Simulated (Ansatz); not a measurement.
What does this script print? It uses Ansatz 0.2.0, Python API.

The script, `ch5genos.py`:
```python
import ansatz

ch5genos = (
    ansatz.Crystal.molecule()
    .atom("N", [-1.7125, 0.4449, -0.442])
    .atom("C", [-0.7524, 0.042, 0.5313])
    .atom("O", [-0.9605, 0.264, 1.7526])
    .atom("Ge", [0.886, -0.7933, -0.0164])
    .atom("S", [2.2933, 0.7621, -0.7446])
    .atom("H", [-1.5378, 0.2774, -1.4575])
    .atom("H", [-2.5988, 0.912, -0.148])
    .atom("H", [1.5158, -1.5384, 1.1881])
    .atom("H", [0.5944, -1.8014, -1.157])
    .atom("H", [2.2726, 1.4308, 0.4935])
)

job = (
    ch5genos.calculation()
    .basis(gaussian="def2-SVP")
    .functional("r2scan")
)
out = job.run()
summary = out.report

print(f"E = {summary['free_energy_ev']:.6f} eV = {summary['free_energy_ev'] / 27.211386246:.7f} Ha")
print("converged:", summary["converged"], " doubts:", summary["published_state_doubts"] or "none")

state = summary["mean_field"]["state"]
print(f"mean field: {state['energy']['hartree']:.7f} Ha, <S^2> = {abs(state['spin_squared']):.4f}, stability: {state.get('stability', {}).get('kind')}")
```

```console
$ python ch5genos.py
E = -71992.380220 eV = -2645.6711749 Ha
converged: True  doubts: none
mean field: -2645.6711749 Ha, <S^2> = 0.0000, stability: minimum
```

Reading the output:
- Total energies depend on the basis set; only differences at equal settings carry meaning.
- The geometry is a force-field or estimated start, not a minimum of this method, and the basis set is short of its limit.
- Wall time of the script: 3.9 s on 1 thread of Intel(R) Xeon(R) 6975P-C (Granite Rapids) (shared host), peak memory 0.24 GiB.

(Lines on the test bed's own set-up are left out of the output.)
